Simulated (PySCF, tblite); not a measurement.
# C5H11BNSi radical: geometry, infrared bands and EPR parameters

Wanted: the infrared bands and EPR parameters of C5H11BNSi radical (`C=CCNB/C=[C]\[SiH3]`), by calculation.

Computed with tblite 0.8.0 and PySCF 2.14.0, with density-fitted response routines of our own, on a single molecule in the gas phase. Atoms are numbered from 0 throughout.

**1. The starting structure**

19 atoms, charge 0, multiplicity 2; geometry from: force field or distance geometry start.

Bonds of the start (Å): C0–C1 1.30, C1–C2 1.49, C2–N3 1.42, N3–B4 1.49, B4–C5 1.58, C5–C6 1.34, C6–Si7 1.83, C0–H8 1.07, C0–H9 1.12, C1–H10 1.11, C2–H11 1.12, C2–H12 1.13, N3–H13 1.01, B4–H14 1.18, C5–H15 1.09, Si7–H16 1.47, Si7–H17 1.47, Si7–H18 1.46.

**2. Geometry optimisation with GFN2-xTB**

The job: settings as JSON, then the geometry in Å.

```
{"job": {"kind": "relax", "xc": "GFN2-xTB", "basis": "xTB"}, "charge": 0, "multiplicity": 2}
C     -2.655900     0.514300     0.132600
C     -2.518100    -0.754300     0.400100
C     -1.317500    -1.596500     0.140900
N     -0.307400    -0.806000    -0.478800
B      0.280800     0.286800     0.349800
C      0.961400     1.462500    -0.465000
C      2.285500     1.647100    -0.456100
Si     3.336800     0.506200     0.523600
H     -1.946000     1.162200    -0.335400
H     -3.628000     0.985100     0.413200
H     -3.364600    -1.265200     0.895600
H     -0.977200    -2.073100     1.097800
H     -1.654600    -2.444300    -0.523600
H     -0.352400    -0.667500    -1.483200
H      0.566800     0.216200     1.492900
H      0.355300     2.158000    -1.037200
H      4.690700     1.085200     0.540300
H      2.906400     0.405200     1.920800
H      3.328000    -0.812700    -0.105400
```

Launch:

```bash
$ OMP_NUM_THREADS=1 python probes_run.py task.json out
```

The driver reads the jobs from task.json and runs them one after another.

The program printed:

```text
step      E/eV     max force
  0    -599.84372    3.478
  1    -600.12846    1.744
  2    -600.21396    1.019
  3    -600.29054    0.607
  4    -600.35168    0.340
  5    -600.36619    0.365
  6    -600.39364    0.397
  7    -600.40865    0.378
  8    -600.42306    0.278
  9    -600.43564    0.287
 10    -600.45113    0.258
 11    -600.46800    0.386
 12    -600.48574    0.371
 13    -600.50113    0.264
 14    -600.51580    0.261
 15    -600.53190    0.362
 16    -600.54794    0.352
 17    -600.56288    0.261
 18    -600.57739    0.285
 19    -600.59302    0.280
 20    -600.61095    0.282
 21    -600.62735    0.263
 22    -600.64018    0.222
 23    -600.65059    0.214
 24    -600.66008    0.216
 25    -600.66844    0.183
 26    -600.67422    0.142
 27    -600.67830    0.150
 28    -600.68255    0.165
 29    -600.68694    0.161
 30    -600.69081    0.173
 31    -600.69402    0.163
 32    -600.69704    0.171
 33    -600.70047    0.165
 34    -600.70429    0.183
 35    -600.70772    0.190
 36    -600.71046    0.127
 37    -600.71271    0.120
 38    -600.71439    0.077
 39    -600.71552    0.082
 40    -600.71645    0.085
 41    -600.71755    0.100
 42    -600.71916    0.103
 43    -600.72116    0.099
 44    -600.72297    0.098
 45    -600.72435    0.095
 46    -600.72560    0.088
 47    -600.72691    0.078
 48    -600.72823    0.076
 49    -600.72945    0.088
 50    -600.73079    0.087
 51    -600.73257    0.093
 52    -600.73482    0.108
 53    -600.73691    0.103
 54    -600.73857    0.106
 55    -600.74006    0.119
 56    -600.74174    0.113
 57    -600.74423    0.130
 58    -600.74790    0.172
 59    -600.75237    0.162
 60    -600.75682    0.138
 61    -600.76040    0.156
 62    -600.76300    0.189
 63    -600.76510    0.257
 64    -600.76912    0.134
 65    -600.77456    0.122
 66    -600.77853    0.356
 67    -600.78175    0.168
 68    -600.78442    0.129
 69    -600.78799    0.203
 70    -600.79029    0.152
 71    -600.79333    0.127
 72    -600.79522    0.096
 73    -600.79629    0.127
 74    -600.79756    0.080
 75    -600.79989    0.132
 76    -600.80180    0.142
 77    -600.80422    0.129
 78    -600.80605    0.088
 79    -600.80744    0.081
 80    -600.80849    0.076
 81    -600.80948    0.064
 82    -600.81033    0.084
 83    -600.81080    0.074
 84    -600.81124    0.049
 85    -600.81150    0.040
 86    -600.81183    0.037
 87    -600.81219    0.050
 88    -600.81256    0.057
 89    -600.81288    0.041
 90    -600.81316    0.040
 91    -600.81350    0.048
 92    -600.81400    0.056
 93    -600.81470    0.073
 94    -600.81546    0.066
 95    -600.81609    0.051
 96    -600.81665    0.055
 97    -600.81721    0.071
 98    -600.81790    0.070
 99    -600.81868    0.074
100    -600.81955    0.086
101    -600.82060    0.089
102    -600.82198    0.101
103    -600.82362    0.093
104    -600.82511    0.067
105    -600.82623    0.065
106    -600.82720    0.082
107    -600.82838    0.116
108    -600.83003    0.111
109    -600.83187    0.112
110    -600.83326    0.082
111    -600.83409    0.081
112    -600.83457    0.077
113    -600.83520    0.068
114    -600.83589    0.074
115    -600.83650    0.042
116    -600.83689    0.064
117    -600.83719    0.069
118    -600.83754    0.046
119    -600.83780    0.029
120    -600.83799    0.027
121    -600.83820    0.030
122    -600.83840    0.034
123    -600.83857    0.028
124    -600.83868    0.022
125    -600.83877    0.025
126    -600.83889    0.025
127    -600.83905    0.027
128    -600.83923    0.023
129    -600.83939    0.026
130    -600.83953    0.026
131    -600.83968    0.032
132    -600.83984    0.037
133    -600.84000    0.026
134    -600.84017    0.029
135    -600.84036    0.033
136    -600.84063    0.038
137    -600.84101    0.050
138    -600.84149    0.049
139    -600.84206    0.049
140    -600.84275    0.061
141    -600.84362    0.072
142    -600.84470    0.077
143    -600.84592    0.091
144    -600.84700    0.075
145    -600.84701    0.159
146    -600.84833    0.071
147    -600.84884    0.052
148    -600.84990    0.044
149    -600.85021    0.050
150    -600.85066    0.037
151    -600.85088    0.037
152    -600.85110    0.039
153    -600.85127    0.041
154    -600.85148    0.031
155    -600.85171    0.038
156    -600.85192    0.053
157    -600.85211    0.048
158    -600.85228    0.026
159    -600.85239    0.014
160    -600.85244    0.013
161    -600.85250    0.014
162    -600.85254    0.013
163    -600.85260    0.015
164    -600.85265    0.015
165    -600.85270    0.012
166    -600.85274    0.015
167    -600.85279    0.014
168    -600.85284    0.014
169    -600.85288    0.013
170    -600.85294    0.017
171    -600.85302    0.021
172    -600.85309    0.021
173    -600.85316    0.024
174    -600.85326    0.027
175    -600.85341    0.027
176    -600.85360    0.031
177    -600.85378    0.029
178    -600.85388    0.019
179    -600.85395    0.022
180    -600.85401    0.020
181    -600.85409    0.018
182    -600.85416    0.019
183    -600.85426    0.021
184    -600.85436    0.021
185    -600.85448    0.018
186    -600.85460    0.032
187    -600.85471    0.028
188    -600.85482    0.022
189    -600.85495    0.024
190    -600.85507    0.021
191    -600.85519    0.033
192    -600.85534    0.033
193    -600.85553    0.025
194    -600.85574    0.026
195    -600.85593    0.027
196    -600.85608    0.025
197    -600.85621    0.020
198    -600.85630    0.041
199    -600.85644    0.025
200    -600.85657    0.021
201    -600.85669    0.019
202    -600.85680    0.023
203    -600.85689    0.019
204    -600.85694    0.014
205    -600.85697    0.009
```

Run time: 4.9 s. Hardware: 1 thread of Intel Xeon at 2.50GHz, shared host.

Relaxation path: (not every step is listed)

| step | energy from step 0 (eV) | largest force (eV/Å) |
| --- | --- | --- |
| 0 | 0.0000 | 3.4780 |
| 1 | -0.2847 | 1.7441 |
| 2 | -0.3702 | 1.0191 |
| 3 | -0.4468 | 0.6075 |
| 4 | -0.5080 | 0.3403 |
| 5 | -0.5225 | 0.3653 |
| 6 | -0.5499 | 0.3967 |
| 7 | -0.5649 | 0.3782 |
| 8 | -0.5793 | 0.2785 |
| 27 | -0.8346 | 0.1496 |
| 46 | -0.8819 | 0.0877 |
| 65 | -0.9308 | 0.1217 |
| 84 | -0.9675 | 0.0491 |
| 103 | -0.9799 | 0.0933 |
| 122 | -0.9947 | 0.0341 |
| 141 | -0.9999 | 0.0720 |
| 160 | -1.0087 | 0.0133 |
| 179 | -1.0102 | 0.0224 |
| 198 | -1.0126 | 0.0409 |
| 200 | -1.0129 | 0.0214 |
| 201 | -1.0130 | 0.0186 |
| 202 | -1.0131 | 0.0233 |
| 203 | -1.0132 | 0.0186 |
| 204 | -1.0132 | 0.0137 |
| 205 | -1.0133 | 0.0094 |

Close pairs (by a distance rule), those that changed most:

| bond | before (Å) | after (Å) | change (Å) |
| --- | --- | --- | --- |
| N3–B4 | 1.492 | 1.380 | -0.112 |
| C0–H9 | 1.116 | 1.076 | -0.040 |
| C5–C6 | 1.337 | 1.300 | -0.037 |
| C2–H12 | 1.129 | 1.101 | -0.028 |
| C2–H11 | 1.122 | 1.094 | -0.027 |
| C1–H10 | 1.106 | 1.082 | -0.024 |
| C2–N3 | 1.425 | 1.443 | +0.018 |
| C0–C1 | 1.304 | 1.319 | +0.015 |

The next job starts from the end point, and lists it.

**3. Vibrational analysis with GFN2-xTB**

The job: settings as JSON, then the geometry in Å.

```
{"job": {"kind": "ir", "xc": "GFN2-xTB", "basis": "xTB"}, "charge": 0, "multiplicity": 2}
C     -3.272054     0.630492     0.245969
C     -3.069580    -0.656187     0.455745
C     -1.776846    -1.386648     0.219399
N     -0.757062    -0.585715    -0.413073
B      0.483061    -0.251615     0.091219
C      1.429952     0.652878    -0.778295
C      2.650954     0.971926    -0.467368
Si     4.066974     0.861776     0.686233
H     -2.491336     1.280091    -0.113390
H     -4.225376     1.091629     0.437586
H     -3.865455    -1.284931     0.832246
H     -1.390384    -1.741329     1.179944
H     -1.989845    -2.274048    -0.395698
H     -1.056005    -0.249537    -1.318820
H      0.818743    -0.644086     1.141126
H      1.003747     1.024123    -1.711899
H      4.307742     2.219015     1.188973
H      3.909986    -0.037114     1.842893
H      5.212980     0.388531    -0.099923
```

The program printed:

```text
mode    cm-1     km/mol
  1      20.4      0.04
  2      59.2      0.17
  3      67.9      0.10
  4      78.4      1.10
  5     107.7      0.13
  6     123.5      2.60
  7     198.6      0.65
  8     252.5      2.36
  9     292.8      0.30
 10     355.9      0.53
 11     402.7      2.36
 12     513.7     69.38
 13     543.7     27.59
 14     565.5     88.00
 15     573.1     28.68
 16     648.8     30.30
 17     711.8      4.48
 18     754.8     98.11
 19     771.5    222.63
 20     804.2      3.61
 21     812.5    546.04
 22     824.5    183.42
 23     894.0     13.03
 24     921.5     11.11
 25     932.5      3.57
 26     952.3      2.26
 27    1008.0      4.47
 28    1026.6     13.45
 29    1055.4     55.78
 30    1113.8      8.56
 31    1167.3     42.79
 32    1187.2     43.83
 33    1278.9     13.68
 34    1291.8     34.89
 35    1329.5     11.10
 36    1408.6      1.35
 37    1449.2     16.54
 38    1471.0    341.15
 39    1718.7     14.74
 40    1766.2     12.05
 41    2148.3    358.08
 42    2211.6    429.14
 43    2223.7    252.40
 44    2638.0    106.78
 45    2865.7     67.17
 46    2893.1     73.50
 47    2953.9     23.78
 48    3060.1     43.82
 49    3106.6     15.20
 50    3131.8     51.42
 51    3413.9      5.82
```

It took 2.2 s on 1 thread of Intel Xeon at 2.50GHz, shared host.

Which atoms move in the most intense modes:

| cm⁻¹ | km/mol | atoms |
| --- | --- | --- |
| 772 | 222.6 | H16 47 %, H18 45 % |
| 812 | 546.0 | H16 35 %, H17 29 %, H18 19 %, Si7 14 % |
| 824 | 183.4 | H17 53 %, H18 30 %, H16 11 % |
| 1471 | 341.1 | N3 47 %, B4 29 %, H13 13 % |
| 2148 | 358.1 | H17 91 % |
| 2212 | 429.1 | H18 72 %, H16 23 % |
| 2224 | 252.4 | H16 72 %, H18 21 % |
| 2638 | 106.8 | H14 92 % |

**4. g tensor and hyperfine couplings: B3LYP/pcH-1**

The job, as its differences from that of step 3:

```diff
@@ -1,2 +1,2 @@
-{"job": {"kind": "ir", "xc": "GFN2-xTB", "basis": "xTB"}, "charge": 0, "multiplicity": 2}
+{"job": {"kind": "epr", "basis": "pcH-1"}, "charge": 0, "multiplicity": 2}
 C     -3.272054     0.630492     0.245969
```

Method: UKS B3LYP, pcH-1 on B C H N Si, non-relativistic, mean-field spin-orbit, GIAO.

The program printed:

```text
UKS, coarse grid
  cycle   1  E = -566.14954823  |g| = 3.67e-01
  cycle   2  E = -566.13274139  |g| = 4.11e-01
  cycle   3  E = -566.21540359  |g| = 8.53e-02
  cycle   4  E = -566.21805066  |g| = 4.69e-02
  cycle   5  E = -566.21919111  |g| = 1.05e-02
  cycle   6  E = -566.21925878  |g| = 5.16e-03
  cycle   7  E = -566.21927992  |g| = 2.39e-03
  cycle   8  E = -566.21928771  |g| = 1.22e-03
  cycle   9  E = -566.21929076  |g| = 5.43e-04
UKS, final grid
  cycle   1  E = -566.21931795  |g| = 6.99e-04
  cycle   2  E = -566.21931764  |g| = 1.20e-03
  cycle   3  E = -566.21931838  |g| = 1.47e-04
  cycle   4  E = -566.21931843  |g| = 1.11e-04
  cycle   5  E = -566.21931847  |g| = 2.70e-05
  cycle   6  E = -566.21931847  |g| = 1.07e-05
E = -566.21931847 Eh   <S^2> = 0.7581 (exact 0.7500)
g shifts (ppm)      1          2          3
  rmc          -137       -137       -137
  gc             24         13        -48
  oz_so        -914       -259        832
  total       -1027       -384        647
hyperfine (MHz)  atom isotope    a_iso     a_fc   dipolar eigenvalues
    0   13C       0.01       0.01     -0.10     -0.08      0.18
    1   13C      -0.63      -0.63     -0.10     -0.07      0.17
    2   13C       3.16       3.16     -0.43     -0.36      0.79
    3   14N       1.03       1.03     -1.58      0.30      1.28
    4   11B      91.60      91.60     -5.44     -5.23     10.67
    5   13C     -42.13     -42.12    -16.67      1.56     15.10
    6   13C     166.17     166.32    -75.69    -58.79    134.48
    7  29Si     -19.29     -19.28     -9.80      1.83      7.97
    8    1H       0.05       0.05     -0.60     -0.51      1.10
    9    1H       0.01       0.01     -0.24     -0.22      0.46
   10    1H       0.29       0.29     -0.23     -0.22      0.44
   11    1H       0.27       0.27     -0.73     -0.51      1.24
   12    1H      -1.01      -1.01     -0.50     -0.37      0.87
   13    1H       1.48       1.48     -1.64     -1.57      3.22
   14    1H      -4.15      -4.15     -3.99     -1.49      5.48
   15    1H     167.86     167.86     -6.05     -4.93     10.98
   16    1H       4.16       4.16     -4.07     -2.57      6.64
   17    1H     105.95     105.95     -3.54     -1.18      4.72
   18    1H      11.72      11.72     -4.10     -2.52      6.63
```

Wall time 4.3 min (1 thread of Intel Xeon at 2.50GHz, shared host); peak memory 1.1 GiB.

Principal g values 2.00129, 2.00194, 2.00297; g(iso) = 2.00206, against 2.00232 for a free electron.

Mean a(iso) over the nuclei that a row names, and the largest dipolar term of the row (other rows stand at the frozen geometry):

| nuclei | isotope | a(iso) (MHz) | a(iso) (G, at g = 2.0023) | largest dipolar term (MHz) |
| --- | --- | --- | --- | --- |
| H15 | 1H | 167.9 | 59.9 | 11.0 |
| C6 | 13C | 166.2 | 59.3 | 134.5 |
| B4 | 11B | 91.6 | 32.7 | 10.7 |
| C5 | 13C | -42.1 | -15.0 | -16.7 |
| H16, H17, H18 | 1H | 40.6 | 14.5 | 6.6 |
| Si7 | 29Si | -19.3 | -6.9 | -9.8 |
| H14 | 1H | -4.2 | -1.5 | 5.5 |
| C2 | 13C | 3.2 | 1.1 | 0.8 |
| H13 | 1H | 1.5 | 0.5 | 3.2 |
| N3 | 14N | 1.0 | 0.4 | -1.6 |
| C1 | 13C | -0.6 | -0.2 | 0.2 |
| H11, H12 | 1H | -0.4 | -0.1 | 1.2 |
| H10 | 1H | 0.3 | 0.1 | 0.4 |
| H8 | 1H | 0.0 | 0.0 | 1.1 |

Mulliken spin populations:

C0 0.00; C1 0.00; C2 0.00; N3 -0.01; B4 0.08; C5 -0.15; C6 0.95; Si7 0.00; H8 0.00; H9 0.00; H10 0.00; H11 0.00; H12 0.00; H13 0.00; H14 0.00; H15 0.07; H16 0.00; H17 0.06; H18 0.00

In first order the couplings over 0.8 MHz of 1H, 11B, 14N give 384 distinct lines over 204.1 G, if the averaged nuclei exchange fast.

Orbitals, density, ELF and potential are computed afterwards from the orbital file.

ELF in a plane through or near 7 of the atoms.

Ten even steps from '0' (0.00) to '9' (1.00):
```
0000000000000000000000000000
0000000000000000000000000000
0000000000000000000000000000
0000000000000000031000000000
0000000001210000798236200000
0000231013431000899589600000
0000574135652000699489600000
0000587255643110187577200000
0000473275433233015451000000
0001326175123245106751000000
0002416142048632136289700000
0001332650099940247699920000
0000149980099940883499910000
0000049980099913993079800000
0000039980089705995014100000
0000016840037103993000000000
0000000000000000330000000000
0000000000000000000000000000
0000000000000000000000000000
0000000000000000000000000000
```
The map spans 15.6 Å across and 8.7 Å up, centred on the molecule. Atoms in the plane (x, y in Å): C0 (3.1, 1.0), C1 (3.1, -0.2), Si7 (-4.2, -0.1), H8 (2.2, 1.6), H10 (4.0, -0.8), H11 (1.7, -1.8), H14 (-0.7, -1.1).

On the surface of density 0.002 e/bohr³ the electrostatic potential runs, from the 1st to the 99th percentile, from -0.65 V near C6 to 1.62 V near H13.

The spin density lies nearest to C6 70 %; C5 7 % (both signs); H15 7 %.

**5. Summary of results**

```
                                 quantity                 value
strongest single infrared mode (GFN2-xTB)  812 cm⁻¹, 546 km/mol
             zero-point energy (GFN2-xTB)         88.8 kcal/mol
                           g(iso) (B3LYP)               2.00206
                                     ⟨S²⟩    0.758 (exact 0.75)
       largest a(iso) (averaged by class)  1H on H15, 167.9 MHz
    surface potential, 1st and 99th percentile    -0.65 V and 1.62 V
```

In words: Relaxing lowered the energy by 1.013 eV in 205 steps; the close pair that moved most is N3–B4, from 1.492 to 1.380 Å. All 51 modes are real, so the xTB geometry is a minimum. The strongest single mode, at 812 cm⁻¹, is carried by H16, H17, H18, Si7. GFN2-xTB is a fitted tight-binding method: band positions and strengths are rough. Its intensities can rank the bands wrongly. C6 carries the largest spin population, 0.95 e. The isotropic g lies 0.3 ppt below the free-electron value.
